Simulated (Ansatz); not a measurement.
This script for the Ansatz DFT code, driven from Python starts 5 runs on Sb, space group Im-3m. What input does the engine get in each?

`shear_sb.py`
```python
# -*- coding: utf-8 -*-
'''Sliding a block of Sb over its periodic image.'''

import ansatz as az
import numpy as np

vectors0 = np.array([
    [-1.725, 1.725, 1.725],
    [1.725, -1.725, 1.725],
    [1.725, 1.725, -1.725],
])
sites = [
    ('Sb', (0.0, 0.0, 0.0)),
]


def build(cell):
    crystal = az.Crystal(lattice=az.Lattice.of(cell))
    for symbol, position in sites:
        crystal = crystal.atom(symbol, position)
    return crystal

block = build(vectors0).supercell(1, 1, 2).resolved()
cell0 = np.array(block.lattice.vectors)
xyz = np.array([site.position for site in block.sites]) @ cell0
normal = np.cross(cell0[0], cell0[1])
area = np.linalg.norm(normal)
normal *= np.sign(normal @ cell0[2]) / area
# the atoms stay where they are; only the third vector changes
energies = []
for amount in [0, 0.125, 0.25, 0.375, 0.5]:
    cell = cell0.copy()
    cell[2] += amount * cell0[0]
    moved = az.Crystal(lattice=az.Lattice.of(cell))
    for site, fraction in zip(block.sites, xyz @ np.linalg.inv(cell)):
        moved = moved.atom(site.symbol, fraction)
    job = (
        moved.calculation()
        .functional(az.Functional.LDA)
        .pseudopotentials('nc')
        .accuracy('low')
        .occupations('Fermi-Dirac', width=0.2)
        .kpoints(7, 7, 7)
    )
    energies.append(job.run().report['free_energy_ev'])
    print(f'shift {amount:5.3f} of the vector: {(energies[-1] - energies[0]) / area * 16.02177:8.4f} J/m^2')
```

Run 1:
```yaml
crystal:
  lattice:
    - [-1.725, 1.725, 1.725]
    - [1.725, -1.725, 1.725]
    - [3.45, 3.45, -3.45]
  atoms:
    - { symbol: Sb, position: [0.0, 0.0, 0.0] }
    - { symbol: Sb, position: [-4.378542617045228e-17, -4.378542617045228e-17, 0.5] }
accuracy: low
kpoints:
  mp_grid:
    grid: [7, 7, 7]
hamiltonian:
  xc: lda
  pseudopotentials:
    kind: nc
scf:
  occupations:
    method: fermi_dirac
    width: 0.2
```

Run 2, against run 1:
```diff
-    - [3.45, 3.45, -3.45]
+    - [3.234375, 3.6656250000000004, -3.234375]
-    - { symbol: Sb, position: [-4.378542617045228e-17, -4.378542617045228e-17, 0.5] }
+    - { symbol: Sb, position: [-0.06250000000000004, -4.378542617045228e-17, 0.5] }
```

Run 3, against run 1:
```diff
-    - [3.45, 3.45, -3.45]
+    - [3.0187500000000003, 3.88125, -3.0187500000000003]
-    - { symbol: Sb, position: [-4.378542617045228e-17, -4.378542617045228e-17, 0.5] }
+    - { symbol: Sb, position: [-0.12499999999999999, -3.53984152779035e-18, 0.49999999999999994] }
```

Run 4, against run 1:
```diff
-    - [3.45, 3.45, -3.45]
+    - [2.803125, 4.096875000000001, -2.803125]
-    - { symbol: Sb, position: [-4.378542617045228e-17, -4.378542617045228e-17, 0.5] }
+    - { symbol: Sb, position: [-0.1875000000000001, -9.929657740171011e-17, 0.49999999999999994] }
```

Run 5, against run 1:
```diff
-    - [3.45, 3.45, -3.45]
+    - [2.5875000000000004, 4.3125, -2.5875000000000004]
-    - { symbol: Sb, position: [-4.378542617045228e-17, -4.378542617045228e-17, 0.5] }
+    - { symbol: Sb, position: [-0.25, -4.378542617045228e-17, 0.5] }
```

```console
$ python shear_sb.py
DeckWarning: basis.ecutwfc = 1142.878222 eV, auto-derived from the records' recommended cutoffs: set by Sb (normal level)
shift 0.000 of the vector:   0.0000 J/m^2
shift 0.125 of the vector:   0.0858 J/m^2
shift 0.250 of the vector:   0.2752 J/m^2
shift 0.375 of the vector:   0.4381 J/m^2
shift 0.500 of the vector:   0.5215 J/m^2
```
(Warnings from the package without file and line.)

Reading the output:
- The settings weren't tested for convergence.
- This isn't the structure that Sb takes at ambient conditions.
- The atoms are held rigidly, so these energies lie above those of relaxed faces or faults.
- It ran for 110 s on 1 thread of AMD EPYC 7R43 64-Core Processor (Zen 3), on a shared host, peak memory 0.7 GiB.

(Lines on the test bed's own set-up are left out of the output.)
